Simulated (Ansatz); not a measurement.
## CdF2, space group Fm-3m: the levels without and with spin-orbit coupling, step by step

Computed with Ansatz 0.2.0, Python API.

The cells in order, each with its output:

In [1]:
```python
from dataclasses import dataclass

import ansatz as az
```

In [2]:
```python
@dataclass(frozen=True)
class Settings:
    functional: str = 'LDA'
    tolerance: float = 1e-08
    smearing: str = 'Fixed'
```

In [3]:
```python
settings = Settings()
```

In [4]:
```python
system = (
    az.Lattice.of((0.0, 2.694, 2.694), (2.694, 0.0, 2.694), (2.694, 2.694, 0.0))
    .atom('Cd', (0.0, 0.0, 0.0))
    .atom('F', (0.25, 0.25, 0.25))
    .atom('F', (0.75, 0.75, 0.75))
)

calculation = (
    system.calculation()
    .functional(settings.functional)
    .kpoints(6)
    .scf(tolerance=settings.tolerance)
    .occupations(settings.smearing)
    .band_table()
)
for label, variant in (('scalar-relativistic', calculation), ('spin-orbit', calculation.spin(soc=True))):
    rep = variant.run(threads=1).report
    zero = rep['band_edges_ev'][0] if rep.get('band_edges_ev') else rep['fermi_energy_ev']
    near = [round(e - zero, 3) for e in rep['eigenvalues_ev'][0] if abs(e - zero) < 2]
    print(label)
    print('  band edges (eV):', [round(e, 3) for e in rep.get('band_edges_ev') or []] or 'none reported')
    print('  levels at k =', rep['kpoints_frac'][0], 'within 2 eV of the zero:', near)
```
```text
DeckWarning: basis.ecutwfc = 420 eV, auto-derived from the records' recommended cutoffs: set by Cd (normal level)
scalar-relativistic
  band edges (eV): [5.98, 8.811]
  levels at k = [0.0, 0.0, 0.0] within 2 eV of the zero: [-0.994, -0.994, -0.994, -0.456, -0.456, -0.456]
RunWarning: iter 1: σ=0 fill of 34 bands saw a band overlap (occupied 8.3022 eV > unoccupied 8.2423 eV) — on an unconverged iterate often a transient of an unconverged empty band; one that stands at the close is told there (band_overlap_at_count); if the run [...]
spin-orbit
  band edges (eV): [5.986, 8.813]
  levels at k = [0.0, 0.0, 0.0] within 2 eV of the zero: [-1.057, -1.057, -0.972, -0.972, -0.972, -0.972, -0.49, -0.49, -0.49, -0.49, -0.369, -0.369]
```

Reading the output:
- The starting cell is as deposited in a crystallographic database; the results hold for this polymorph, which needn't be the stable one.
- Levels are Kohn-Sham eigenvalues on this mesh.
- Warnings are shown shortened and without file and line.
- With spin-orbit coupling each level holds one electron and, with inversion or at time-reversal points, comes in pairs; a window in energy can cut a split set.
- It ran for 4.4 s on 1 thread of Arm Neoverse V2, with other jobs on the host, peak memory 0.44 GiB.

(Lines on the test bed's own set-up are left out of the output.)
